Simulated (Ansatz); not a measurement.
This script drives Ansatz 0.2.0 through its Python package.

The script, `i_transition.py`:
```python
import warnings

import ansatz as az
import numpy as np
import pandas as pd

XC = 'r2scan'
CUTOFF_EV = 620
K_SPACING = 0.3
FILLING = 'fermi_dirac'
WIDTH_EV = 0.05


def bcc(a_site, a):
    return (
        az.Lattice.bcc(a)
        .space_group(229)
        .atom(a_site, (0, 0, 0))
        .primitive()
    )


def hcp(A, a):
    return (
        az.Lattice.from_parameters(a, a, 1.633 * a, alpha=90, beta=90, gamma=120)
        .space_group(194)
        .atom(A, (1 / 3, 2 / 3, 0.25))
    )


def run_phase(name, crystal, pressure=0.0):
    calc = (
        crystal.calculation()
        .functional(XC)
        .basis(CUTOFF_EV)
        .kpoints(spacing=K_SPACING)
        .occupations(FILLING, width=WIDTH_EV)
    )
    calc = calc.relax(force_tolerance=0.01, cell=True, pressure=pressure)
    return calc.run(threads=1, backend='cpu')


def volume_per_atom(outcome):
    return abs(np.linalg.det(outcome.lattice.cell_ang)) / len(outcome.lattice.sites)

warnings.simplefilter('ignore', az.DeckWarning)

phases = {}
phases['bcc'] = bcc('I', 4.03)
phases['hcp'] = hcp('I', 3.59)

pressures = [0, 20, 40, 60]
enthalpy, volume = {name: [] for name in phases}, {name: [] for name in phases}
for p in pressures:
    for name, crystal in phases.items():
        o = run_phase(name, crystal, pressure=p)
        volume[name].append(volume_per_atom(o))
        enthalpy[name].append(o.report['energy_sigma0_ev'] / len(o.lattice.sites) + p * volume[name][-1] / 160.21766)
gap = np.array(enthalpy['hcp']) - np.array(enthalpy['bcc'])
rows = [(p, va, vb, 1000 * d) for p, va, vb, d in zip(pressures, volume['bcc'], volume['hcp'], gap)]
print(pd.DataFrame(rows, columns=['P (GPa)', 'V bcc (A^3/atom)', 'V hcp (A^3/atom)', 'H(hcp) - H(bcc) (meV/atom)']).round(4).to_string(index=False))
crossings = [p0 - g0 * (p1 - p0) / (g1 - g0) for p0, p1, g0, g1 in zip(pressures, pressures[1:], gap, gap[1:]) if g0 * g1 < 0]
print('crossing near', [round(float(p), 1) for p in crossings], 'GPa') if crossings else print('no crossing in this range')
```

It is started by `python i_transition.py`. Estimate its wall time and peak memory on 1 thread of Intel(R) Xeon(R) 6975P-C (Granite Rapids) (shared host).

It took about 2.3 min, with a peak of 0.82 GiB, for 8 runs of the engine.

`python i_transition.py` gives:
```text
 P (GPa)  V bcc (A^3/atom)  V hcp (A^3/atom)  H(hcp) - H(bcc) (meV/atom)
       0           36.3015           40.6708                   -146.6399
      20           26.0388           25.6411                    -51.0120
      40           22.6011           22.1255                   -110.7119
      60           20.5343           20.1221                   -164.8402
no crossing in this range
```

Total energies depend on the potentials; only differences at equal settings carry meaning. At a fixed pressure a relaxation lowers the enthalpy F + PV, while F alone can rise. For the metals among these phases the mesh is modest: differences between phases can be off by up to 40 meV an atom. Only these two structures are compared, at zero temperature and with their symmetry kept; either may be hypothetical, and another phase may be lower than both. Differences under about 40 meV an atom lie within the error of mesh and functional. The cells are prototypes set up for this calculation and needn't exist.

(Lines on the test bed's own set-up are left out of the output.)
